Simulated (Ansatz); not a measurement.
**RbLuS2: equation of state**

The task here is to estimate one member of a computed series from the others.

Method: DFT PBEsol, scalar-relativistic, in Ansatz 0.2.0.

**The structure to begin with**

Symmetry: R-3m, No. 166, trigonal system. Conventional cell: a = 3.991 Å, b = 3.991 Å, c = 22.838 Å, α = 90.00°, β = 90.00°, γ = 120.00°. Around Rb (site symmetry -3m) lie 6 S at 3.29 Å. Lu (site symmetry -3m) has 6 S at 2.72 Å in its first shell of neighbours. Around S (site symmetry 3m) lie 3 Lu at 2.72 Å and 3 Rb at 3.29 Å.

Structure file:

```
CELL_PARAMETERS angstrom
1.99550 1.15210 7.61267
-1.99550 1.15210 7.61267
0.00000 -2.30420 7.61267
ATOMIC_POSITIONS crystal
Rb 0.00000 0.00000 0.00000
Lu 0.50000 0.50000 0.50000
S 0.23030 0.23030 0.23030
S 0.76970 0.76970 0.76970
```

Atoms are numbered in the order of the input: Rb1, Lu2, S3, S4.

Set-up of the first run:

Input file input.yaml:

```yaml
crystal:
  lattice:
    - [1.9685289001, 1.1365306904, 7.5097834688]
    - [-1.9685289001, 1.1365306904, 7.5097834688]
    - [0.0, -2.2730613808, 7.5097834688]
  atoms:
    - { symbol: Rb, position: [0.0, 0.0, 0.0] }
    - { symbol: Lu, position: [0.5, 0.5, 0.5] }
    - { symbol: S, position: [0.2303, 0.2303, 0.2303] }
    - { symbol: S, position: [0.7697, 0.7697, 0.7697] }
kpoints:
  mp_grid: { grid: [9, 9, 9] }
  band_path:
    path:
      - [0.0, 0.0, 0.0]
      - [0.5, 0.5, 0.5]
      - [0.8180641346, 0.1819358654, 0.5]
      - [0.5, -0.1819358654, 0.1819358654]
      - [0.5, 0.0, 0.0]
      - [0.0, 0.0, 0.0]
      - [0.3409679327, -0.3409679327, 0.0]
      - [0.6590320673, 0.0, 0.3409679327]
      - [0.5, 0.0, 0.5]
    npoints: 5
scf:
  occupations: { method: fermi_dirac, width: 0.01 }
hamiltonian:
  xc: pbesol
  pseudopotentials: { kind: all_electron, lapw: { basis_error: 0.001 } }
output:
  forces: true
  stress: true
  eigenvalues: true
```

Started as:

```console
ansatz run input.yaml --threads 1 --pin off --max-ram 4096MiB --backend cpu --events-out ev --progress --plain --runs-dir out
```

Among the steps run: Volume × 0.96, LAPW; Volume × 0.96, PAW; Volume × 0.96, crystal datasets; Volume × 0.99, LAPW; Volume × 0.99, PAW; Volume × 0.99, crystal datasets; Volume × 1.02, LAPW; Volume × 1.02, PAW; Volume × 1.02, crystal datasets; Volume × 1.06, LAPW; Volume × 1.06, PAW; Volume × 1.06, crystal datasets.

One of the session's tables, all rows but one given; the rest of the session is left out.

It belongs to the step «The equation of state». 

| method | volume (Å³/atom) | pressure (GPa) | gap on the k mesh (eV) | largest force (eV/Å) |
| --- | --- | --- | --- | --- |
| LAPW | 25.202 | 0.13 | 2.12 | 0.006 |
| LAPW | 25.990 | -1.56 | 2.19 | 0.150 |
| LAPW | 26.778 | -3.00 | 2.25 | 0.290 |
| LAPW | 27.828 | -4.60 | 2.32 | 0.456 |
| PAW | 25.202 | ? | ? | ? |
| PAW | 25.990 | -1.57 | 2.19 | 0.151 |
| PAW | 26.778 | -3.01 | 2.25 | 0.291 |
| PAW | 27.828 | -4.60 | 2.32 | 0.457 |
| crystal datasets | 25.202 | 0.13 | 2.12 | 0.006 |
| crystal datasets | 25.990 | -1.56 | 2.19 | 0.149 |
| crystal datasets | 26.778 | -3.00 | 2.25 | 0.290 |
| crystal datasets | 27.828 | -4.60 | 2.32 | 0.456 |

**Question.** Estimate the row for PAW, 25.202.

**Answer.** pressure (GPa): 0.12; gap on the k mesh (eV): 2.12; largest force (eV/Å): 0.005. In the column «pressure (GPa)» it lies between crystal datasets, 25.990 (-1.56) and LAPW, 25.202 (0.13).

Caveats from the session: Shape and positions are held, so a fully relaxed modulus can be lower. Warnings in the runs' records: gradients without spin orbit, crystal datasets made.
